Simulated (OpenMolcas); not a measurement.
**Er²⁺ among point charges: CASSCF and CASPT2 levels and susceptibility**

Aim: the splitting of the states of Er²⁺ in the field of 6 point charges, its lowest levels with spin-orbit coupling and its magnetic susceptibility.

Method: state-averaged CASSCF and CASPT2, spin-orbit coupling by RASSI with atomic mean-field integrals. Code: OpenMolcas 26.06.

## Step 1: The system

- Species: Er²⁺ (erbium, Z = 68, 66 electrons)
- Basis: ANO-RCC-VDZP [7s6p4d2f1g], 68 functions
- Scalar Hamiltonian: DKH2, point nucleus
- Inactive shells: 1s 2s 2p 3s 3p 3d 4s 4p 4d 5s 5p
- Active space: 12 electrons in 7 orbitals (4f)
- Some configurations of this space: 4f¹²
- Orbitals: optimised for the highest spin of each parity, averaged over all roots

The outer shells:

4f12
```
4f [↑↓][↑↓][↑↓][↑↓][↑↓][↑ ][↑ ]
```

The ion sits among 6 point charges of -1 e arranged as a trigonal antiprism (D3d), 2.81 Å from the ion, with a polar angle of 47.6° against the regular 54.74°.

Each step is its own input file, run in one work folder so that later steps find the files of earlier ones. Labels, J, g values, rates, χT and fits are worked out afterwards by a script from the matrices that RASSI stores. The input lists half of the charges; inversion (Group=XYZ) makes the rest.

## Step 2: GATEWAY and SEWARD: basis and integrals

File a.inp:

```
&GATEWAY
Coord
1

Er 0.0 0.0 0.0
Basis=ANO-RCC-VDZP
Group=XYZ
NoMove
AngMom=0.0 0.0 0.0
AMFI
XField
3 Angstrom 0
0.000000 2.075720 1.894066 -1.000000
1.797626 -1.037860 1.894066 -1.000000
1.797626 1.037860 -1.894066 -1.000000
&SEWARD
```

On the command line:

```
$ OMP_NUM_THREADS=1 MOLCAS_MEM=2252 MOLCAS_PROJECT=a pymolcas a.inp > a.log
```

## Step 3: Reference wave functions, triplets of even parity, 21 roots

File a.inp:

```
&RASSCF
FileOrb=start.orb
Symmetry=1
Spin=3
nActEl=12 0 0
Inactive=15 12
Ras2=0 7
CIRoot=21 21 1
SDav=21
CIMx=300
Iter=120 100
PrWF=0.3
OrbListing=Nothing
MaxOrb=0
>>> COPY $Project.JobIph JOB001
```

start.orb holds the contracted functions of the basis, ordered by shell, or the orbitals of the step before.

## Step 4: Reference wave functions, singlets of even parity, 28 roots

File a.inp:

```
&RASSCF
FileOrb=start.orb
Symmetry=1
Spin=1
nActEl=12 0 0
Inactive=15 12
Ras2=0 7
CIRoot=28 28 1
SDav=28
CIMx=300
Iter=120 100
PrWF=0.3
OrbListing=Nothing
MaxOrb=0
CIOnly
>>> COPY $Project.JobIph JOB002
```

## Step 5: State interaction with spin-orbit coupling

File a.inp:

```
&RASSI
NrOfJobIphs=2 21 27
1 2 3 4 5 6 7 8 9 10 11 12 13 14 15 16 17 18 19 20 21
1 2 3 4 5 6 7 8 9 10 11 12 13 14 15 16 17 18 19 20 21 22 23 24 25 26 27
IphNames
JOB001
JOB002
EJob
SpinOrbit
DIPRint=1.0
SOCoupling=1000.0
Subsets=2
Property=9
'ANGMOM' 1 'ANGMOM' 2 'ANGMOM' 3 'MLTPL  1' 1 'MLTPL  1' 2 'MLTPL  1' 3
'AMFI' 1 'AMFI' 2 'AMFI' 3
SOProperty=3
'ANGMOM' 1 'ANGMOM' 2 'ANGMOM' 3
```

## Step 6: CASPT2: IPEA 0.25, imaginary shift 0.1 (closed shells correlated: 5s 5p)

File a.inp:

```
>>> COPY JOB001 $Project.JobIph
&CASPT2
Multistate=21 1 2 3 4 5 6 7 8 9 10 11 12 13 14 15 16 17 18 19 20 21
NoMult
Frozen=14 9
IPEA=0.25
Imaginary=0.1
MaxIter=60
WThr=0.0 0.3 0.05
PrWF=0.5
NoMix
>>> COPY JOB002 $Project.JobIph
&CASPT2
Multistate=27 1 2 3 4 5 6 7 8 9 10 11 12 13 14 15 16 17 18 19 20 21 22
23 24 25 26 27
NoMult
Frozen=14 9
IPEA=0.25
Imaginary=0.1
MaxIter=60
WThr=0.0 0.3 0.05
PrWF=0.5
NoMix
```

(Steps that only read results are left out.)

Q: Predict the outcome of this session. Wanted: spin-free ground state; first state of the same spin within the active space; lowest level; next level.

**Answer**, as computed:

| quantity | value |
| --- | --- |
| method | SS-CASPT2, IPEA 0.25, imaginary shift 0.1 (closed shells correlated: 5s 5p) |
| spin-free ground state | 3E, 2-fold in its orbital part |
| first state of the same spin within the active space | 3A2 at 36.9 cm⁻¹ |
| lowest level | 1-fold A1 |
| next level | 38.5 cm⁻¹ |
| χT at 300 K | 7.05 cm³ K/mol |
| effective moment at 300 K | 7.51 μB |

Cost by method:

```csv
method,time of its own steps,time with the reference
A. CASSCF,6.8 s,6.8 s
"B. SS-CASPT2, IPEA 0.25, imaginary shift 0.1, +5s 5p",7.5 s,14 s
```

Times are of one thread on a shared host.

In words: The spin-free ground state (3E) comes to 100 % from free-ion H terms and keeps the highest spin of the shell. The singlets rest on orbitals optimised for another spin in at least one step, which raises them against the optimised states. Not all states of the active space went into the spin-orbit step. CASPT2 does not keep the components of a term degenerate, and the means are used. Point charges carry no covalency, so the field is a model and not that of real ligands.
